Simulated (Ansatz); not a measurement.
# Ge6Mo2W: the cost of one run

Program: Ansatz 0.2.0. Level of theory: DFT r2SCAN, scalar-relativistic, plane waves, PAW. These are calculated values, not measurements.

## 1. The starting structure

The structure is orthorhombic, space group Fmmm (No. 69). Conventional cell: a = 4.721 Å, b = 8.287 Å, c = 14.166 Å, α = 90.00°, β = 90.00°, γ = 90.00°. Ge (site symmetry m) is surrounded by 5 Ge at 2.69 to 2.78 Å and 4 Mo at 2.71 to 2.80 Å and 1 W at 2.72 Å. Around Ge (site symmetry m2m) lie 5 Ge at 2.69 to 2.78 Å and 3 W at 2.72 to 2.80 Å and 2 Mo at 2.72 Å. Around Mo (site symmetry mm2) lie 10 Ge at 2.71 to 2.80 Å. W (site symmetry mmm) has 10 Ge at 2.72 to 2.80 Å as nearest neighbours.

Coordinates:

```cif
data_structure
_symmetry_space_group_name_H-M 'Fmmm'
_symmetry_Int_Tables_number 69
_cell_length_a 4.7213
_cell_length_b 8.2872
_cell_length_c 14.1663
_cell_angle_alpha 90.000
_cell_angle_beta 90.000
_cell_angle_gamma 90.000
_cell_volume 554.28
loop_
_atom_site_label
_atom_site_type_symbol
_atom_site_symmetry_multiplicity
_atom_site_Wyckoff_symbol
_atom_site_fract_x
_atom_site_fract_y
_atom_site_fract_z
_atom_site_occupancy
Ge1 Ge 16 m 0.00000 0.66200 0.83317 1
Ge2 Ge 8 h 0.50000 0.66200 0.00000 1
Mo1 Mo 8 i 0.00000 0.00000 0.83302 1
W1 W 4 b 0.50000 0.00000 0.00000 1
```

It is the end of an earlier relaxation with the same method, from a generated guess; it is a trial structure. At a tolerance of 0.05 Å it has space group Fmmm (No. 69); it has 15.40 Å³/atom, an uncorrected energy of -0.07 eV/atom over the elements and, on its mesh, gap none (metal).

## 2. Level of theory: r2SCAN

Input file input.yaml:

```yaml
crystal:
  lattice:
    - [0.0, 4.1435881, 7.0831402]
    - [2.3606701, 0.0, 7.0831402]
    - [2.3606701, 4.1435881, 0.0]
  atoms:
    - { symbol: Ge, position: [0.495165, 0.171167, 0.828833] }
    - { symbol: Ge, position: [0.828833, 0.504835, 0.495165] }
    - { symbol: Ge, position: [0.161999, 0.838001, 0.161999] }
    - { symbol: Ge, position: [0.171167, 0.495165, 0.504835] }
    - { symbol: Ge, position: [0.504835, 0.828833, 0.171167] }
    - { symbol: Ge, position: [0.838001, 0.161999, 0.838001] }
    - { symbol: Mo, position: [0.833024, 0.833024, 0.166976] }
    - { symbol: Mo, position: [0.166976, 0.166976, 0.833024] }
    - { symbol: W, position: [0.5, 0.5, 0.5] }
basis:
  ecutwfc: 500
kpoints:
  mp_grid: { grid: [10, 10, 10] }
  band_path:
    path:
      - [[0.0, 0.0, 0.0], [0.5, 0.0, 0.5], [1.0, 0.5, 0.5], [0.5, 0.5, 0.0], [0.0, 0.0, 0.0], [0.0, 0.35891311, 0.35891311]]
      - [[1.0, 0.64108689, 0.64108689], [1.0, 0.5, 0.5]]
      - [[0.5, 0.0, 0.5], [0.5, 0.19662472, 0.69662472]]
      - [[0.5, 0.80337528, 0.30337528], [0.5, 0.5, 0.0]]
    npoints: 14
hamiltonian:
  xc: r2scan
scf:
  occupations: { method: gaussian, width: 0.1 }
  n_extra_bands: 22
output:
  forces: true
  stress: true
  eigenvalues: true
  populations: true
  dos: { projected: true, de: 0.02, nscf_kmesh: { grid: [12, 12, 12] } }
  bader: true
  write_density: true
  write_potential: true
  elf: true
  volumetric_format: npy
```

Started as:

```bash
$ ansatz run input.yaml --threads 4 --pin off --max-ram 8192MiB --backend cpu --events-out ev --progress --plain --runs-dir out
```

**Question.** How long does this run take on 4 threads of Arm Neoverse V2, shared host, and how much memory does it need?

About 3.4 min, with a peak of 3.2 GiB.
